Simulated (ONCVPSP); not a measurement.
# Cu: generating and testing an ONCV potential

Do these settings give a usable potential? It is generated, then checked for transferability, scattering, ghosts and hardness.

The numbers are computed with ONCVPSP 4.0.1.1 (patched build) (LDA (Perdew-Wang 92), scalar-relativistic, spin-unpolarised reference atom).

## Step 1: Starting point

The settings as typed:

| Item | Value |
| --- | --- |
| element | copper (Cu, Z = 29) |
| type | optimised norm-conserving Vanderbilt (ONCV) |
| frozen core | [Ne] |
| valence charge | 19 |
| reference configuration | 3s2 3p6 3d10 4s1 |
| partial waves | 3s+4s: rc 1.40 bohr, ncon 4, nbas 7, qcut 11 1/bohr, 2 projectors; 3p: rc 0.95 bohr, ncon 5, nbas 10, qcut 16.7 1/bohr, 2 projectors, debl 2.9 Ha; 3d: rc 1.20 bohr, ncon 4, nbas 9, qcut 15.6 1/bohr, 2 projectors, debl 1.9 Ha; f scattering state at 0.24 Ha: rc 1.10 bohr, ncon 4, nbas 8, qcut 9 1/bohr, 2 projectors, debl 1.7 Ha |
| local potential | polynomial inside 0.90 bohr (lpopt 5, dvloc0 3 Ha) |
| core correction | Teter function, fcfact 4.5, rcfact 1.75 |

The nodes and maxima of the atom's own shells, from an earlier all-electron run, set the scale for the radii.

All-electron outer shells of the reference configuration (LDA (PZ), scalar-relativistic, ld1.x):

```csv
shell,level (eV),outermost node (bohr),outermost maximum (bohr)
2p,-916.44,–,0.16
3s,-114.15,0.29,0.61
3p,-72.03,0.26,0.62
3d,-5.32,–,0.60
4s,-4.87,0.89,2.24
4p,-0.79,0.98,3.52
```

## Step 2: Generation

Cu.dat

```
# ATOM AND REFERENCE CONFIGURATION
# atsym  z   nc   nv     iexc    psfile
  Cu 29.00    3    4  -001012      upf
#
#   n    l    f
    1    0    2.00
    2    0    2.00
    2    1    6.00
    3    0    2.00
    3    1    6.00
    3    2   10.00
    4    0    1.00
#
# PSEUDOPOTENTIAL AND OPTIMIZATION
# lmax
    3
#
#   l,   rc,      ep,       ncon, nbas, qcut
    0    1.40    0.00    4    7   11.00
    1    0.95    0.00    5   10   16.70
    2    1.20    0.00    4    9   15.60
    3    1.10    0.24    4    8    9.00
#
# LOCAL POTENTIAL
# lloc, lpopt,  rc(5),   dvloc0
    4    5    0.90    3.00
#
# VANDERBILT-KLEINMAN-BYLANDER PROJECTORs
# l, nproj, debl
    0    2    3.70
    1    2    2.90
    2    2    1.90
    3    2    1.70
#
# MODEL CORE CHARGE
# icmod, fcfact, rcfact
    3    4.50    1.75
#
# LOG DERIVATIVE ANALYSIS
# epsh1, epsh2, depsh
   -6.00    5.00    0.04
#
# OUTPUT GRID
# rlmax, drl
    6.00    0.01
#
# TEST CONFIGURATIONS
# ncnf
    4
# nvcnf
#   n    l    f
    4
    3    0    2.00
    3    1    6.00
    3    2   10.00
    4    0    0.00
#
    4
    3    0    2.00
    3    1    6.00
    3    2    9.00
    4    0    0.00
#
    4
    3    0    2.00
    3    1    6.00
    3    2    8.00
    4    0    0.00
#
    4
    3    0    2.00
    3    1    5.00
    3    2   10.00
    4    0    1.00
#
```

Launch:

```sh
oncvpsp.x < Cu.dat > Cu.out
```

**Question.** What will these runs give? Wanted: cutoffs for 1 and 0.1 mHa per electron, occupied waves; bound ghosts; GHOST(+) flags; largest test error; largest phase difference near zero energy, channels read; rms error of d²Exc/dn², without and with the model core.

The runs gave:

```
                                                quantity                                             value
  cutoffs for 1 and 0.1 mHa per electron, occupied waves                                  82 Ha and 103 Ha
                                            bound ghosts                                        none found
                                          GHOST(+) flags                                none at low energy
                            largest test error (AE − PS)  +2.2 meV, for 3s2 3p6 3d10 4s0 (1 test unsolved)
largest phase difference near zero energy, channels read                                         0.000 rad
 rms error of d²Exc/dn², without and with the model core                                 3.08 and 2.58 mHa
```

**Reading.** By total energies transferability is very good where solved: the largest error is 2.2 meV on 8.4 eV, for 3s2 3p6 3d10 4s0. Of the tests 1 gave no usable energy difference, which is a warning in itself. By its cutoff, 82 Ha for the looser tolerance, it is very hard. It is free of bound ghosts as far as tested. Near zero energy the phases of the channels with partial waves agree within 0.001 rad. All of this concerns the isolated atom, not yet a solid.
